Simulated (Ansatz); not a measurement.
# BaTiO3: the cost of one run

All numbers are computed with Ansatz 0.2.0 through its Python package. Level of theory: DFT PBE, plane waves, PAW.

The COD entry's cell or inner coordinates are ideal or old and differ from later refinements, so a difference from it is no clean test against experiment.

## 1. The system

The structure is tetragonal, space group P4mm (No. 99). The conventional cell has a = 4.000 Å, b = 4.000 Å, c = 4.018 Å, α = 90.00°, β = 90.00°, γ = 90.00°. Ba (site symmetry 4mm) has 12 O at 2.79 to 2.88 Å in its first shell of neighbours. Around Ti (site symmetry 4mm) lie 6 O at 1.89 to 2.13 Å. O (site symmetry 4mm) is surrounded by 2 Ti at 1.89 to 2.13 Å and 4 Ba at 2.83 Å. O (site symmetry 2mm) is surrounded by 2 Ti at 2.00 Å and 4 Ba at 2.79 to 2.88 Å.

The script holds or builds the structure itself.

## 2. Script

File batio3.py:

```python
# -*- coding: utf-8 -*-
"""Cell of BaTiO3 under pressure."""

import ansatz as az
import numpy as np

def edges_and_angles(cell):
    cell = np.asarray(cell)
    a, b, c = np.linalg.norm(cell, axis=1)
    cosines = cell[1] @ cell[2] / (b * c), cell[0] @ cell[2] / (a * c), cell[0] @ cell[1] / (a * b)
    return (a, b, c, *np.degrees(np.arccos(cosines)))

lattice = az.Lattice.of(
    (3.9998, 0.0, 0.0),
    (0.0, 3.9998, 0.0),
    (0.0, 0.0, 4.018),
)
sites = [
    ("Ba", (0.0, 0.0, 0.0)),
    ("Ti", (0.5, 0.5, 0.49)),
    ("O", (0.5, 0.5, 0.019)),
    ("O", (0.5, 0.0, 0.517)),
    ("O", (0.0, 0.5, 0.517)),
]
xtal = az.Crystal(lattice=lattice)
for symbol, position in sites:
    xtal = xtal.atom(symbol, position)

base = xtal.calculation()
base = base.kpoints(4).occupations("fermi_dirac", width=0.05)

# H = F + PV, with 1 GPa A^3 = 1/160.21766 eV
rows = []
for pressure in [0, 5, 10, 20]:
    outcome = base.relax(cell=True, pressure=pressure).run(threads=1)
    cell = outcome.lattice.cell_ang
    n_atoms = len(outcome.lattice.sites)
    volume = abs(np.linalg.det(cell)) / n_atoms
    enthalpy = outcome.report["free_energy_ev"] / n_atoms + pressure * volume / 160.21766
    rows.append((pressure, volume, enthalpy, *edges_and_angles(cell)))
    print(f"{pressure} GPa done: {volume:.4f} A^3/atom")

print(" P (GPa)  V (A^3/atom)  H (eV/atom)     a       b       c")
for row in rows:
    print("{:8.1f} {:12.4f} {:14.5f} {:7.4f} {:7.4f} {:7.4f}".format(*row[:6]))
p, v = np.array([row[0] for row in rows], float), np.array([row[1] for row in rows])
print("mean bulk modulus between rows (GPa):", np.round(-np.diff(p) / np.diff(np.log(v)), 1))
```

## 3. The run

Run with:

```bash
$ python batio3.py
```

Q: Estimate wall time and peak memory on 1 thread of Arm Neoverse V1, shared host.

About 2.3 min, with a peak of 0.46 GiB.
